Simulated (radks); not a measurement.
# In⁴⁺ in [Kr] 4d9: an all-electron calculation

Wanted: eigenvalues, radial structure and energy terms of the indium ion In4+.

Method: Dirac Kohn-Sham, PBEsol, spin-unpolarised, spherical densities, finite nucleus; open shells are shared between the two j in proportion to 2j + 1. Code: radks (a radial shooting solver on a logarithmic mesh, Libxc functionals) version 1.

### 1 What is computed

| Property | Result |
| --- | --- |
| element | indium (Z = 49) |
| charge | +4 |
| electrons | 45 |
| configuration | [Kr] 4d9 |
| nuclear rms radius | 4.6156 fm |

Outer shells as boxes (Hund's rule):

In⁴⁺
```
[Kr] core
4d [↑↓][↑↓][↑↓][↑↓][↑ ]
```

### 2 Self-consistent calculation

The run's settings:

```text
Z 49
configuration [Kr] 4d9
relativity Dirac
functional pbe_sol,pbe_sol
spin unpolarised
j_filling average
nucleus finite rms 4.6156 fm
c 137.035999084
```

Command:

```
python run_ks.py task.json out
```

The same process makes all the runs of this session.

**Question.** What will this run give?

As calculated:

```
                        quantity                   value
                    total energy     -5876.37823 hartree
exchange-correlation share of it                  2.65 %
                            −T/E                  1.0507
          highest occupied level       4d5/2, -64.687 eV
    most extended occupied level  4d5/2, <r> = 1.11 bohr
 radius at density 0.001 e/bohr³               2.81 bohr
    maxima of the radial density                       4
         ionisation energy, NIST       69 (semi-emp.) eV
```

What this shows: The radial density shows 4 maxima for 4 occupied principal shells. Relativity lifts −T/E to 1.051. Minus the highest eigenvalue, 64.687 eV, is 93 % of the tabulated ionisation energy (69 eV). Spin polarisation and multiplet splitting are left out. Sharing an open shell by 2j + 1 raises it above the true ground level by a part of the spin-orbit splitting, which enters the differences from NIST.
